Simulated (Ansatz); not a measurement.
# AlAs2Os2: the cost of one run

Computed with Ansatz 0.2.0 (DFT PBE, scalar-relativistic, plane waves, PAW, unless a step's input says otherwise).

### Step 1. The structure to begin with

The structure is tetragonal, space group I4/mmm (No. 139). The conventional cell has a = 3.962 Å, b = 3.962 Å, c = 10.395 Å, α = 90.00°, β = 90.00°, γ = 90.00°. Al (site symmetry 4/mmm) has 8 Os at 3.09 Å and 8 As at 3.27 Å as nearest neighbours. Around As (site symmetry -4m2) lie 4 Os at 2.36 Å and 4 As at 2.80 Å and 4 Al at 3.27 Å. Around Os (site symmetry 4mm) lie 4 As at 2.36 Å and 1 Os at 2.62 Å.

Structure file:

```cif
data_structure
_symmetry_space_group_name_H-M 'P 1'
_symmetry_Int_Tables_number 1
_cell_length_a 5.9043
_cell_length_b 5.9043
_cell_length_c 5.9043
_cell_angle_alpha 140.794
_cell_angle_beta 140.794
_cell_angle_gamma 56.650
_cell_volume 81.58
loop_
_atom_site_label
_atom_site_type_symbol
_atom_site_fract_x
_atom_site_fract_y
_atom_site_fract_z
_atom_site_occupancy
Al1 Al 0.00000 0.00000 0.00000 1
As1 As 0.25000 0.75000 0.50000 1
As2 As 0.75000 0.25000 0.50000 1
Os1 Os 0.62600 0.62600 0.00000 1
Os2 Os 0.37400 0.37400 0.00000 1
```

(A quick probe on a coarse mesh, which set the mesh and smearing, is not shown.)

### Step 3. Coarse relaxation

input.yaml

```yaml
crystal:
  lattice:
    - [-1.9809082261, 1.9809082261, 5.1974324744]
    - [1.9809082261, -1.9809082261, 5.1974324744]
    - [1.9809082261, 1.9809082261, -5.1974324744]
  atoms:
    - { symbol: Al, position: [0.0, 0.0, 0.0] }
    - { symbol: As, position: [0.25, 0.75, 0.5] }
    - { symbol: As, position: [0.75, 0.25, 0.5] }
    - { symbol: Os, position: [0.626, 0.626, 0.0] }
    - { symbol: Os, position: [0.374, 0.374, 0.0] }
basis:
  ecutwfc: 420
kpoints:
  mp_grid: { grid: [6, 6, 6] }
hamiltonian:
  xc: pbe
scf:
  occupations: { method: gaussian, width: 0.1 }
  lower_state_search: "off"
output:
  forces: true
  stress: true
  eigenvalues: true
relax:
  adjacent_minimum: "off"
  f_tol: 0.04
  max_steps: 70
  cell: { stress_tol: 0.4 }
```

The run is started by

```console
$ ansatz run input.yaml --threads 1 --pin off --max-ram 2560MiB --backend cpu --events-out ev --progress --plain --runs-dir out
```

What time and memory should one allow on 1 thread of Intel Xeon 6975P-C (Granite Rapids), shared host?

About 20 s, with a peak of 0.47 GiB.
